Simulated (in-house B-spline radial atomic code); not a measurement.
# Ta¹⁷⁺: ionisation energy by several methods

Aim: the ionisation energy of Ta¹⁷⁺ by several methods, each as the difference of two self-consistent energies (Ta¹⁷⁺ and the next ion, [Kr] 4d10 4f9).

Program: in-house B-spline radial atomic code version 1. Level of theory: Dirac-Coulomb, several functionals; spherical all-electron atom at the radial basis limit. These are calculated values, not measurements, unless marked.

## 1. What is computed

| Quantity | Value |
| --- | --- |
| element | tantalum (Z = 73) |
| charge | +17 |
| electrons | 56 |
| configuration | [Kr] 4d10 4f10 |
| nucleus | Fermi, rms radius 5.351 fm |

Outer shells as boxes (Hund's rule):

[Kr] 4d10 4f10
```
[Kr] core
4d [↑↓][↑↓][↑↓][↑↓][↑↓]
4f [↑↓][↑↓][↑↓][↑ ][↑ ][↑ ][↑ ]
```

The boxes only draw the filling; these runs are spin-restricted and spherical.

## 2. BLYP, a GGA

Settings of the run:

```ini
Z = 73
electrons = 56.0
configuration = [Kr] 4d10 4f10
hamiltonian = dirac
method = b88,lyp
spin_polarised = False
nucleus = fermi
rms_radius = 5.3507
mass_number = 181
atomic_mass = 180.947998528
speed_of_light = 137.035999084
```

## 3. PBE, a GGA

Settings: those of step 2 with these lines changed.

```diff
@@ -4,3 +4,3 @@
 hamiltonian = dirac
-method = b88,lyp
+method = pbe,pbe
 spin_polarised = False
```

Q: The tabulated ionisation energy is 439 ± 22 eV (tabulated theoretical; NIST Atomic Spectra Database). What does each method give, and which comes nearest?

**Answer**, as computed:

| method | rung | total energy (hartree) | ΔSCF (eV) | with Breit, QED, recoil (eV) | −ε highest (eV) | corrected ΔSCF less tabulated (eV) |
| --- | --- | --- | --- | --- | --- | --- |
| BLYP | GGA | -15518.9798 | 419.81 | 419.88 | 399.26 (4f7/2) | -19.12 |
| PBE | GGA | -15518.0179 | 420.07 | 420.14 | 399.51 (4f7/2) | -18.86 |

Tables give 439 ± 22 eV (tabulated theoretical; NIST Atomic Spectra Database) for the ionisation energy. PBE misses by -18.86 eV, the least, and BLYP by -19.12 eV (4.4 %), the most. The table's own uncertainty is as large as these misses, so the order means little. All methods miss on the same side by much the same amount, which points to something that they share. Open shells are averaged (over orientations, and over spins where the run is restricted), while tables refer to the lowest levels. For the semilocal functionals minus the highest level recovers only 95 % of their own ΔSCF value, a mark of self-interaction.

Members of this set that are not shown: 2 used exact exchange with fractional occupations of an open shell, which is unsound here.
